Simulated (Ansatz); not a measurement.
# ClFGeH2: the cost of one run

Program: Ansatz 0.2.0. Level of theory: RKS PBE0-D4/def2-SVP. These are calculated values, not measurements.

## (1) Starting point

Bond lengths: Ge1–Cl2 2.220 Å, Ge1–F3 1.680 Å, Ge1–H4 1.549 Å, Ge1–H5 1.549 Å. Angles: Cl2–Ge1–F3 109.4°, Cl2–Ge1–H4 109.5°, Cl2–Ge1–H5 109.5°, F3–Ge1–H4 109.5°, F3–Ge1–H5 109.5°, H4–Ge1–H5 109.5°.

As a file:

```xyz
5

Ge    0.0000    0.0000    0.0000
Cl    0.0000    0.0000    2.2200
F     1.5842    0.0000   -0.5594
H    -0.7300    1.2648   -0.5162
H    -0.7300   -1.2648   -0.5162
```

## (2) Preparing the start

input.yaml

```yaml
crystal:
  periodic: [false, false, false]
  atoms:
    - { symbol: Ge, position_ang: [0.0, 0.0, 0.0] }
    - { symbol: Cl, position_ang: [0.0, 0.0, 2.22] }
    - { symbol: F, position_ang: [1.5842, 0.0, -0.5594] }
    - { symbol: H, position_ang: [-0.73, 1.2648, -0.5162] }
    - { symbol: H, position_ang: [-0.73, -1.2648, -0.5162] }
basis:
  gaussian: { orbitals: def2-SVP }
hamiltonian:
  xc: pbe0
  dispersion: d4
relax:
  f_tol: 0.02
  max_steps: 40
```

Launch:

```sh
> ansatz run input.yaml --threads 1 --pin off --max-ram 2048MiB --backend cpu --events-out ev --progress --plain --runs-dir out
```

What time and memory should one allow on 1 thread of Arm Neoverse V1, shared host?

About 18 s, with a peak of 0.14 GiB.
